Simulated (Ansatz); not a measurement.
## Nudged elastic band run: Mg₈HO₈

The input (input.yaml):

```yaml
crystal:
  lattice:
    - [0.0, 3.851, 3.851]
    - [3.851, 0.0, 3.851]
    - [3.851, 3.851, 0.0]
  atoms:
    - { symbol: Mg, position: [-0.00129072, -0.00079152, 0.00225359] }
    - { symbol: O, position: [0.25455015, 0.25506906, 0.23471223], spin: 0.09 }
    - { symbol: Mg, position: [-0.00130574, -0.00079833, 0.49863238] }
    - { symbol: O, position: [0.25454328, 0.2550718, 0.75447662], spin: 0.09 }
    - { symbol: Mg, position: [-0.00257163, 0.50084235, 0.00027455] }
    - { symbol: O, position: [0.24955349, 0.75013653, 0.24956572] }
    - { symbol: Mg, position: [-0.00130801, 0.50285783, 0.49863058] }
    - { symbol: O, position: [0.25455434, 0.73527419, 0.75448822], spin: 0.09 }
    - { symbol: Mg, position: [0.50032658, -0.00203695, 0.0002645] }
    - { symbol: O, position: [0.74962949, 0.25004407, 0.24956581] }
    - { symbol: Mg, position: [0.50232228, -0.00079408, 0.49864533] }
    - { symbol: O, position: [0.73477268, 0.25507076, 0.7544857], spin: 0.09 }
    - { symbol: Mg, position: [0.50033427, 0.50084095, 0.00027213] }
    - { symbol: O, position: [0.74963164, 0.75015479, 0.24956698] }
    - { symbol: Mg, position: [0.50033884, 0.50084452, 0.49735984] }
    - { symbol: O, position: [0.74962849, 0.75013561, 0.74949358] }
    - { symbol: H, position: [0.12458667, 0.12513112, 0.62451724], spin: 0.4 }
magnetization:
  spin_polarized: true
basis:
  ecutwfc: 420.0
kpoints:
  mp_grid: { grid: [3, 3, 3] }
hamiltonian:
  xc: pbe
  dispersion: d3bj
scf:
  occupations: { method: gaussian, width: 0.05 }
  lower_state_search: "off"
  max_iter: 78
neb:
  images: 3
  f_tol: 0.05
  max_iterations: 50
  order_check: false
  max_displacement: 1.0
  optimiser: fire
  final_atoms:
    - { symbol: Mg, position: [0.00083255, -0.00216033, 0.00024916] }
    - { symbol: O, position: [0.24987704, 0.2507059, 0.24929206] }
    - { symbol: Mg, position: [0.00207789, -0.0001607, 0.49862694] }
    - { symbol: O, position: [0.26475574, 0.24561705, 0.74439748] }
    - { symbol: Mg, position: [0.00083845, 0.50146777, 0.00025497] }
    - { symbol: O, position: [0.24987471, 0.75051038, 0.24928969] }
    - { symbol: Mg, position: [0.00084716, 0.50147662, 0.49658288] }
    - { symbol: O, position: [0.24987191, 0.75050778, 0.74950038] }
    - { symbol: Mg, position: [0.49920939, -0.00016103, 0.0014961] }
    - { symbol: O, position: [0.74498361, 0.24561871, 0.2641663] }
    - { symbol: Mg, position: [0.49920937, -0.00016112, 0.49862665] }
    - { symbol: O, position: [0.74498163, 0.24561666, 0.74439712] }
    - { symbol: Mg, position: [0.49718369, 0.50147083, 0.00025791] }
    - { symbol: O, position: [0.75008051, 0.75050932, 0.24928859] }
    - { symbol: Mg, position: [0.49920813, 0.50271211, 0.49862558] }
    - { symbol: O, position: [0.74498129, 0.76539303, 0.74439669] }
    - { symbol: H, position: [-0.12508074, 0.37559811, 0.8743] }
```

Command:

```bash
$ ansatz run input.yaml --threads 4 --pin off --max-ram 10240MiB --backend cpu --events-out ev --progress --plain --runs-dir out
```

Output, in part (warnings, iteration lines):

```
NEB end point (image 0): max|allowed force component| = 1.242e-2 eV/Å (the criterion of neb.relax_end_points is 1.000e-2)
NEB end point (image 4): max|allowed force component| = 1.354e-2 eV/Å (the criterion of neb.relax_end_points is 1.000e-2)
NEB iter   1: max|band force component| = 3.248e0 eV/Å  barrier→ = 2.3376 eV  barrier← = 2.3377 eV  Δτ_max = 0.0661 Å  (78 SCF iters)
NEB iter   2: max|band force component| = 1.155e0 eV/Å  barrier→ = 1.6540 eV  barrier← = 1.6541 eV  Δτ_max = 0.0828 Å  (22 SCF iters)
NEB iter   3: max|band force component| = 1.535e0 eV/Å  barrier→ = 1.5583 eV  barrier← = 1.5583 eV  Δτ_max = 0.0078 Å  (22 SCF iters)
NEB iter   4: max|band force component| = 1.238e0 eV/Å  barrier→ = 1.5026 eV  barrier← = 1.5027 eV  Δτ_max = 0.0141 Å  (16 SCF iters)
NEB iter   5: max|band force component| = 7.102e-1 eV/Å  barrier→ = 1.4294 eV  barrier← = 1.4294 eV  Δτ_max = 0.0175 Å  (17 SCF iters)
NEB iter   6: max|band force component| = 2.606e-1 eV/Å  barrier→ = 1.3862 eV  barrier← = 1.3863 eV  CI = image 2  Δτ_max = 0.0164 Å  (18 SCF iters)
NEB iter   7: max|band force component| = 5.381e-1 eV/Å  barrier→ = 1.3941 eV  barrier← = 1.3942 eV  CI = image 2  Δτ_max = 0.0007 Å  (19 SCF iters)
NEB iter   8: max|band force component| = 5.139e-1 eV/Å  barrier→ = 1.3925 eV  barrier← = 1.3925 eV  CI = image 2  Δτ_max = 0.0013 Å  (10 SCF iters)
NEB iter   9: max|band force component| = 4.666e-1 eV/Å  barrier→ = 1.3895 eV  barrier← = 1.3895 eV  CI = image 2  Δτ_max = 0.0019 Å  (11 SCF iters)
NEB iter  10: max|band force component| = 3.982e-1 eV/Å  barrier→ = 1.3856 eV  barrier← = 1.3856 eV  CI = image 2  Δτ_max = 0.0024 Å  (13 SCF iters)
NEB iter  11: max|band force component| = 3.120e-1 eV/Å  barrier→ = 1.3816 eV  barrier← = 1.3816 eV  CI = image 2  Δτ_max = 0.0028 Å  (13 SCF iters)
NEB iter  12: max|band force component| = 2.123e-1 eV/Å  barrier→ = 1.3781 eV  barrier← = 1.3781 eV  CI = image 2  Δτ_max = 0.0030 Å  (13 SCF iters)
NEB iter  13: max|band force component| = 1.047e-1 eV/Å  barrier→ = 1.3757 eV  barrier← = 1.3757 eV  CI = image 2  Δτ_max = 0.0034 Å  (13 SCF iters)
NEB iter  14: max|band force component| = 7.153e-2 eV/Å  barrier→ = 1.3746 eV  barrier← = 1.3746 eV  CI = image 2  Δτ_max = 0.0033 Å  (15 SCF iters)
NEB iter  15: max|band force component| = 1.302e-1 eV/Å  barrier→ = 1.3751 eV  barrier← = 1.3751 eV  CI = image 2  Δτ_max = 0.0001 Å  (15 SCF iters)
NEB iter  16: max|band force component| = 1.281e-1 eV/Å  barrier→ = 1.3750 eV  barrier← = 1.3750 eV  CI = image 2  Δτ_max = 0.0001 Å  (6 SCF iters)
NEB iter  17: max|band force component| = 1.234e-1 eV/Å  barrier→ = 1.3749 eV  barrier← = 1.3749 eV  CI = image 2  Δτ_max = 0.0002 Å  (9 SCF iters)
NEB iter  18: max|band force component| = 1.167e-1 eV/Å  barrier→ = 1.3748 eV  barrier← = 1.3748 eV  CI = image 2  Δτ_max = 0.0002 Å  (9 SCF iters)
NEB iter  19: max|band force component| = 1.080e-1 eV/Å  barrier→ = 1.3746 eV  barrier← = 1.3746 eV  CI = image 2  Δτ_max = 0.0003 Å  (9 SCF iters)
NEB iter  20: max|band force component| = 9.743e-2 eV/Å  barrier→ = 1.3744 eV  barrier← = 1.3744 eV  CI = image 2  Δτ_max = 0.0003 Å  (9 SCF iters)
NEB iter  21: max|band force component| = 8.522e-2 eV/Å  barrier→ = 1.3742 eV  barrier← = 1.3742 eV  CI = image 2  Δτ_max = 0.0004 Å  (9 SCF iters)
NEB iter  22: max|band force component| = 7.011e-2 eV/Å  barrier→ = 1.3740 eV  barrier← = 1.3740 eV  CI = image 2  Δτ_max = 0.0005 Å  (9 SCF iters)
NEB iter  23: max|band force component| = 5.482e-2 eV/Å  barrier→ = 1.3738 eV  barrier← = 1.3738 eV  CI = image 2  Δτ_max = 0.0006 Å  (9 SCF iters)
NEB iter  24: max|band force component| = 4.537e-2 eV/Å  barrier→ = 1.3735 eV  barrier← = 1.3736 eV  CI = image 2  Δτ_max = 0.0000 Å  (10 SCF iters)
```

It converged. The order of the point at the top wasn't checked. Limits of this set-up: a small cell, in which the defect meets its images, a typed lattice constant that wasn't relaxed here.

Final band (atoms are numbered from 1 in the order of the input):

```csv
image,path coordinate (Å),energy (eV),Mg3–H17 (Å),Mg11–H17 (Å),Mg5–H17 (Å)
0,0.00,0.00,1.68,1.68,3.19
1,0.49,0.69,1.94,1.94,2.75
2,0.98,1.37,2.32,2.32,2.32
3,1.47,0.69,2.75,2.75,1.94
4,1.96,0.00,3.19,3.19,1.68
```

Time of the run: 5.6 min on 4 threads of Intel(R) Xeon(R) Platinum 8488C (Sapphire Rapids), on a shared host, peak memory 1.1 GiB.
